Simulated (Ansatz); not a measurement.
# Br3HSi: the cost of one run

Program: Ansatz 0.2.0 through its Python package. Level of theory: MP2/def2-SVP. These are calculated values, not measurements.

## Step 1: Starting point

Bond lengths: Br1–Si2 2.273 Å, Si2–Br3 2.203 Å, Si2–Br4 2.173 Å, Si2–H5 1.470 Å. Angles: Br1–Si2–Br3 109.7°, Br1–Si2–Br4 108.3°, Br1–Si2–H5 110.8°, Br3–Si2–Br4 107.7°, Br3–Si2–H5 109.2°, Br4–Si2–H5 111.2°.

Input file br3hsi.xyz:

```xyz
5

Br    1.20100   -1.27430    1.36740
Si   -0.11600    0.05710    0.07920
Br    1.11820    1.59860   -0.89850
Br   -1.00260   -1.16560   -1.48260
H    -1.15080    0.71050    0.89310
```

## Step 2: The script

Contents of scan_br3hsi.py:

```python
"""Stretching a bond of Br3HSi, the rest held rigid."""

import ansatz as az
import numpy as np

params = {
    "basis_set": "def2-SVP",
    "level": "mp2",
}


def main() -> None:
    system = az.Crystal.molecule_from_extxyz("br3hsi.xyz")

    symbols = [site.symbol for site in system.cartesian_sites]
    start = np.array([site.position_ang for site in system.cartesian_sites])
    axis = (start[4] - start[1]) / np.linalg.norm(start[4] - start[1])
    moving = [4]
    lengths, energies = [1.293, 1.352, 1.411, 1.47, 1.529, 1.587, 1.646, 1.734], []
    for length in lengths:
        xyz = start.copy()
        xyz[moving] += (length - np.linalg.norm(start[4] - start[1])) * axis
        point = az.Crystal.molecule()
        for symbol, place in zip(symbols, xyz):
            point = point.atom(symbol, place.tolist())
        calculation = point.calculation()
        calculation = calculation.basis(gaussian=params["basis_set"]).correlation(params["level"], electrons="valence")
        report = calculation.run(threads=1, pin="off").report
        energies.append(report["free_energy_ev"])
        print(f"r = {length:6.3f} A  E = {energies[-1]:.5f} eV  <S^2> = {abs(report['mean_field']['state']['spin_squared']):.3f}")

    # quartic fit about the minimum
    fit = np.polynomial.Polynomial.fit(lengths, np.array(energies) - min(energies), 4).convert()
    roots = [r.real for r in fit.deriv().roots() if abs(r.imag) < 1e-9 and fit.deriv(2)(r.real) > 0]
    r_e = min(roots, key=lambda r: abs(r - lengths[int(np.argmin(energies))]))
    print(f"minimum of the fit at {r_e:.4f} A, force constant {fit.deriv(2)(r_e):.2f} eV/A^2")


if __name__ == "__main__":
    main()
```

## Step 3: What the engine is handed

The package turns the script's settings into the engine's input (first run):

```yaml
crystal:
  periodic: [false, false, false]
  atoms:
    - { symbol: Br, position_ang: [1.201, -1.2743, 1.3674] }
    - { symbol: Si, position_ang: [-0.116, 0.0571, 0.0792] }
    - { symbol: Br, position_ang: [1.1182, 1.5986, -0.8985] }
    - { symbol: Br, position_ang: [-1.0026, -1.1656, -1.4826] }
    - { symbol: H, position_ang: [-1.0263541905331846, 0.6319216351897785, 0.795219787084421] }
basis:
  gaussian:
    orbitals: def2-SVP
correlation:
  method: mp2
  electrons: valence
```

## Step 4: Running it

Started as:

```bash
$ python scan_br3hsi.py
```

**Question.** How long does this script take on 1 thread of Intel Xeon Platinum 8375C at 2.90GHz (Ice Lake), shared host, and how much memory does it need?

About 31 s, with a peak of 0.39 GiB.
